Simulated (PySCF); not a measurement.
# C₃H₉ClOSi₂: electronic excitations

Aim: predict the electronic excitations of C₃H₉ClOSi₂ (`C[C@@H]1C[SiH2]O[Si@H]1Cl`).

Programs: PySCF 2.14.0, with density-fitted response routines of our own. Each step states its level of theory. These are calculated values for one molecule in the gas phase, unless marked as measured. Atoms count from 0, in the outputs and in this text.

### 1 The starting structure

16 atoms, charge 0, multiplicity 1; geometry from: GFN2-xTB.

Bonds of the start (Å): C0–C1 1.53, C1–C2 1.54, C2–Si3 1.91, Si3–O4 1.65, O4–Si5 1.63, Si5–Cl6 2.00, Si5–C1 1.91, C0–H7 1.09, C0–H8 1.09, C0–H9 1.09, C1–H10 1.10, C2–H11 1.09, C2–H12 1.09, Si3–H13 1.46, Si3–H14 1.46, Si5–H15 1.45.

### 2 TDDFT and polarisability: wB97X-D/def2-SVPD

What the job is given:

```
{"job": {"kind": "uv", "xc": "wB97X-D", "basis": "def2-SVPD", "nstates": 8, "ntriplets": 3}, "charge": 0, "multiplicity": 1}
C     -1.191308     1.406403    -0.893334
C     -0.392064     0.591438     0.119347
C      1.086006     0.455246    -0.294769
Si     1.803194    -1.067836     0.601451
O      0.396347    -1.901189     0.804619
Si    -1.023144    -1.184776     0.445401
Cl    -2.224765    -1.328367     2.036367
H     -1.207953     0.909661    -1.861442
H     -2.218890     1.530468    -0.557598
H     -0.750973     2.394190    -1.024447
H     -0.419382     1.134716     1.072619
H      1.129172     0.287812    -1.374265
H      1.625647     1.383687    -0.106399
H      2.642740    -1.930799    -0.216748
H      2.321761    -0.783833     1.935122
H     -1.583988    -1.887878    -0.697336
```

With the program's defaults for keys left out, this is: TDDFT wB97X-D/def2-SVPD, vertical, gas phase, core orbitals frozen in the response.

Launch:

```bash
$ OMP_NUM_THREADS=1 python probes_run.py task.json out
```

One launch serves the whole session: the jobs run in the order shown.

The log of the run:

```text
coarse grid: 14800 points
cycle   1  E = -1233.4698191673  dE =  9.960e-01  |g| = 7.794e-01  |ddm| = 5.635e+00
cycle   2  E = -1233.4210653565  dE =  4.875e-02  |g| = 9.691e-01  |ddm| = 2.539e+00
cycle   3  E = -1233.5954202626  dE = -1.744e-01  |g| = 7.716e-02  |ddm| = 1.182e+00
cycle   4  E = -1233.5967196422  dE = -1.299e-03  |g| = 3.289e-02  |ddm| = 2.131e-01
cycle   5  E = -1233.5970117265  dE = -2.921e-04  |g| = 4.545e-03  |ddm| = 8.467e-02
cycle   6  E = -1233.5970178743  dE = -6.148e-06  |g| = 1.735e-03  |ddm| = 1.709e-02
final grid: 128784 points
cycle   7  E = -1233.7597404033  dE = -9.318e-05  |g| = 5.429e-03  |ddm| = 1.662e-01
cycle   8  E = -1233.7597438458  dE = -3.443e-06  |g| = 4.248e-03  |ddm| = 2.432e-02
cycle   9  E = -1233.7597484231  dE = -4.577e-06  |g| = 5.231e-04  |ddm| = 7.309e-03
cycle  10  E = -1233.7597485103  dE = -8.716e-08  |g| = 2.202e-04  |ddm| = 1.936e-03
cycle  11  E = -1233.7597485236  dE = -1.333e-08  |g| = 5.339e-05  |ddm| = 6.322e-04
cycle  12  E = -1233.7597485244  dE = -7.940e-10  |g| = 2.637e-05  |ddm| = 1.794e-04
converged SCF energy = -1233.7597485244

Static polarisability (au): isotropic 95.618, principal 83.561 98.530 104.762

Singlet excitations
state   eV       nm        f      main configurations
  1   7.4018    167.5   0.01651   H->L 0.46, H->L+1 0.18, H->L+2 0.14
  2   7.6132    162.9   0.02514   H->L+1 0.30, H-1->L 0.23, H->L+2 0.15
  3   7.7590    159.8   0.00600   H-1->L 0.34, H->L+1 0.17, H->L+3 0.10
  4   7.8931    157.1   0.01311   H-2->L 0.55, H->L+2 0.17
  5   8.1004    153.1   0.00386   H->L+2 0.20, H-2->L 0.15, H-1->L 0.14
  6   8.2049    151.1   0.02696   H-1->L+1 0.75
  7   8.4745    146.3   0.02616   H-2->L+1 0.32, H->L+3 0.18, H->L+4 0.10
  8   8.6008    144.2   0.04644   H-2->L+1 0.35, H->L+3 0.12, H->L+6 0.10

Triplet excitations (Tamm-Dancoff, eV): 7.0843 7.2250 7.4359
```

Run time: 1.8 min. Hardware: 1 thread of Arm Neoverse N1, shared host; peak memory 1 GiB.

The orbitals next to the gap, with their largest atomic shares:

```tsv
orbital	eV	atoms
HOMO−3	-11.32	Cl6 69 %, Si5 10 %, H15 4 %
HOMO−2	-10.76	O4 32 %, Si3 19 %, H13 15 %
HOMO−1	-10.45	C2 29 %, O4 17 %, Si3 17 %
HOMO	-9.90	C1 24 %, Si5 16 %, Cl6 14 %
LUMO	1.87	Si3 33 %, H13 10 %, H14 10 %
LUMO+1	2.00	Si3 23 %, Si5 11 %, C2 10 %
LUMO+2	2.20	Cl6 33 %, Si5 23 %, C0 9 %
```

With each of the 8 states as a Gaussian band of 0.4 eV half-width at 1/e, the curve within the window shown has maxima at 146 nm (ε 3,600) L/(mol cm). Beyond the last state computed it falls off for lack of states. The curve at chosen wavelengths:

| nm | ε (L/mol/cm) |
| --- | --- |
| 139 | 1468 |
| 141 | 2316 |
| 142 | 2721 |
| 144 | 3343 |
| 146 | 3604 |
| 147 | 3599 |
| 149 | 3395 |
| 151 | 3070 |
| 152 | 2909 |
| 154 | 2644 |
| 156 | 2482 |
| 157 | 2435 |
| 159 | 2378 |
| 161 | 2318 |
| 163 | 2201 |
| 164 | 2112 |
| 166 | 1872 |
| 168 | 1567 |
| 169 | 1402 |
| 171 | 1073 |
| 173 | 773 |
| 174 | 642 |
| 176 | 424 |
| 178 | 264 |
| 179 | 205 |
| 181 | 118 |

Leading natural transition orbitals of singlet state 8: the hole lies on C1 20 %; O4 12 %; H13 12 %; the particle on H12, H14 about 17 % each; H13 14 %; H10, H11 about 9 % each.

Leading natural transition orbitals of singlet state 1: the hole lies on C1 19 %; O4 13 %; H15 11 %; the particle on Si3, Si5 about 13 % each; H13, H15 about 13 % each; H14 11 %.

Further results of this job:

```tsv
property	computed
dipole moment (D)	2.55
polarisability (Å³)	14.17
HOMO–LUMO gap (eV)	11.77
−ε(HOMO) (eV)	9.90
```

Orbitals, density, ELF and potential are computed afterwards from the orbital file.

Frontier orbitals at wB97X-D/def2-SVPD, with the share of their density that lies nearest to each atom:

```tsv
orbital	energy (eV)	lies on
HOMO	-9.90	C1 26 %; Cl6 13 %; Si5 11 %
LUMO	1.87	H13, H14 about 19 % each; Si3 16 %; O4 10 %
```

ELF in a plane through or near 6 of the atoms.

Ten even steps from '0' (0.00) to '9' (0.99):
```
0000000000000000000000000000
0000000000000000000000000000
0000000000000000000000000000
0000000000000000000000000000
0000000000000100000000000000
0000000000015641000220000000
0000000001247861006997100000
0000012115763351029998200000
0000135111993174356884000000
0000134267376873883166200000
0000001114521687665999940000
0000001486772149611799920000
0000002687881751210034100000
0000001577531102100000000000
0000000010014776320000000000
0000000000035776542000000000
0000000000136776541000000000
0000000000013444210000000000
0000000000000000000000000000
0000000000000000000000000000
```
The map spans 11.2 Å across and 11.5 Å up, centred on the molecule. Atoms in the plane (x, y in Å): C0 (2.0, 0.4), C2 (-0.4, 1.1), Si3 (-2.2, 0.3), O4 (-1.7, -1.2), Si5 (-0.1, -1.6), H8 (2.7, -0.4).

On the surface of density 0.002 e/bohr³ the electrostatic potential runs, from the 1st to the 99th percentile, from -1.11 V near O4 to 1.38 V near Si3.

### 3 Outcome

| quantity | value |
| --- | --- |
| lowest singlet (wB97X-D/def2-SVPD) | 7.40 eV (168 nm), f = 0.017 |
| brightest single state of those computed | state 8, 8.60 eV, f = 0.046 |
| lowest triplet | 7.08 eV |
| surface potential, 1st and 99th percentile | -1.11 V and 1.38 V |

**Reading.** The lowest singlet, at 7.40 eV, is HOMO→LUMO 0.46, HOMO→LUMO+1 0.18 and is weak; of the 8 states computed, the strongest absorption comes from state 8 at 8.60 eV (the last computed, so partners may be missing). The lowest triplet lies 0.32 eV below the lowest singlet (triplets in Tamm-Dancoff, singlets in full TDDFT).
